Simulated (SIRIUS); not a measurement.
Crystal: TiSn.

```
Ti Sn
1.0
     0.00000    2.80055    2.80055
     2.80055    0.00000    2.80055
     2.80055    2.80055    0.00000
Ti Sn
1 1
Direct
  0.00000 0.00000 0.00000
  0.50000 0.50000 0.50000
```

The cell was built by a generator and needn't be a form met in nature.

Base run:

```yaml
Program: SIRIUS 7.10.0
Functional: LDA
Potentials_or_basis: PseudoDojo 0.4.1 PBE standard (scalar relativistic)
Cutoff: 1152 eV
Density_cutoff: 4606 eV
k_mesh: 8 × 8 × 8
Occupations: fermi-dirac, width 0.05 eV
Spin: no spin polarisation
```

Its results: band gap on the k mesh none (metal or under the smearing width); pressure -6.1 GPa.

The run is repeated on the same cell with these changes: functional from LDA to PBE; libxc names from ["XC_LDA_X", "XC_LDA_C_PW"] to ["XC_GGA_X_PBE", "XC_GGA_C_PBE"]. What comes out?

Band gap on the k mesh none (metal or under the smearing width); pressure 0.1 GPa.

Caveats: the potentials were made for another functional, which shifts forces and pressure (some runs).

Not every run made on this cell is shown here.
